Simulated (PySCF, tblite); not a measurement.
# C₅H₇F₃Ge: geometry, infrared bands and NMR shifts

Aim: predict the infrared bands and NMR shifts of C₅H₇F₃Ge (`C=C1C[CH]([Ge]([F])([F])[F])C1`).

The runs use tblite 0.8.0 and PySCF 2.14.0, with density-fitted response routines of our own; the level of theory stands in each step. All values are computed, except where a source is named. Atoms are numbered from 0 throughout.

### 1 Starting geometry

16 atoms, charge 0, multiplicity 1; geometry from: force field or distance geometry start.

Bonds of the start (Å): C0–C1 1.35, C1–C2 1.51, C2–C3 1.52, C3–Ge4 1.97, Ge4–F5 1.75, Ge4–F6 1.76, Ge4–F7 1.75, C3–C8 1.50, C8–C1 1.50, C0–H9 1.08, C0–H10 1.08, C2–H11 1.11, C2–H12 1.10, C3–H13 1.11, C8–H14 1.12, C8–H15 1.10.

### 2 Geometry optimisation with GFN2-xTB

Job settings and geometry (Å):

```
{"job": {"kind": "relax", "xc": "GFN2-xTB", "basis": "xTB"}, "charge": 0, "multiplicity": 1}
C      2.618700    -0.069500     0.487000
C      1.352700    -0.096300     0.030800
C      0.234400    -1.114300    -0.026400
C     -0.716000    -0.151300    -0.712800
Ge    -2.268900     0.311100     0.401400
F     -1.743300     0.768800     2.002500
F     -3.115700     1.663100    -0.349900
F     -3.338900    -1.064700     0.506800
C      0.394600     0.848400    -0.638800
H      3.192200     0.839600     0.397300
H      3.043800    -0.947900     0.946800
H     -0.099700    -1.431200     0.988100
H      0.488700    -1.971400    -0.668600
H     -0.967800    -0.461100    -1.746000
H      0.165400     1.739300     0.006300
H      0.752300     1.146300    -1.636000
```

Started as:

```bash
> OMP_NUM_THREADS=1 python probes_run.py task.json out
```

One launch serves the whole session: the jobs run in the order shown.

**Question.** This job is followed by: GFN2-xTB harmonic vibrations, gas phase; GIAO PBE0/pcSseg-1 NMR shielding, non-relativistic, gas phase. Predict these results of the whole session: strongest single infrared mode (GFN2-xTB); zero-point energy (GFN2-xTB); ¹³C shifts against TMS (PBE0/pcSseg-1, means over atoms taken as alike); ¹H shifts against TMS (PBE0/pcSseg-1, means over atoms taken as alike); ⁷³Ge shifts against GeMe4 (PBE0/pcSseg-1); ¹⁹F shifts against CFCl3 (PBE0/pcSseg-1, means over atoms taken as alike).

The runs gave:

| quantity | value |
| --- | --- |
| strongest single infrared mode (GFN2-xTB) | 473 cm⁻¹, 146 km/mol |
| zero-point energy (GFN2-xTB) | 67.3 kcal/mol |
| ¹³C shifts against TMS (PBE0/pcSseg-1, means over atoms taken as alike) | 152.6, 117.0, 35.6, 32.7 ppm |
| ¹H shifts against TMS (PBE0/pcSseg-1, means over atoms taken as alike) | 5.42, 3.55, 3.16, 3.10 ppm |
| ⁷³Ge shifts against GeMe4 (PBE0/pcSseg-1) | -54 ppm |
| ¹⁹F shifts against CFCl3 (PBE0/pcSseg-1, means over atoms taken as alike) | -148.6 ppm |

What this shows: Relaxing lowered the energy by 0.465 eV in 75 steps; the close pair that moved most is C3–Ge4, from 1.966 to 2.015 Å. The lowest mode is slightly imaginary (3i cm⁻¹), a soft motion within the noise of the Hessian, so the minimum is not strictly shown. GFN2-xTB is a fitted tight-binding method: band positions and strengths are rough. Its intensities can rank the bands wrongly. The most deshielded carbon is C1 (fully substituted alkene carbon), at 152.6 ppm: an sp2 carbon of a C=C bond. The most deshielded hydrogen is H9, H10 (mean) (hydrogen on a terminal =CH2 carbon), at 5.42 ppm: a vinylic proton, deshielded by the sp2 carbon and the C=C anisotropy. Spin-orbit coupling is left out, which matters for shieldings and couplings at and beside the heavy atoms.
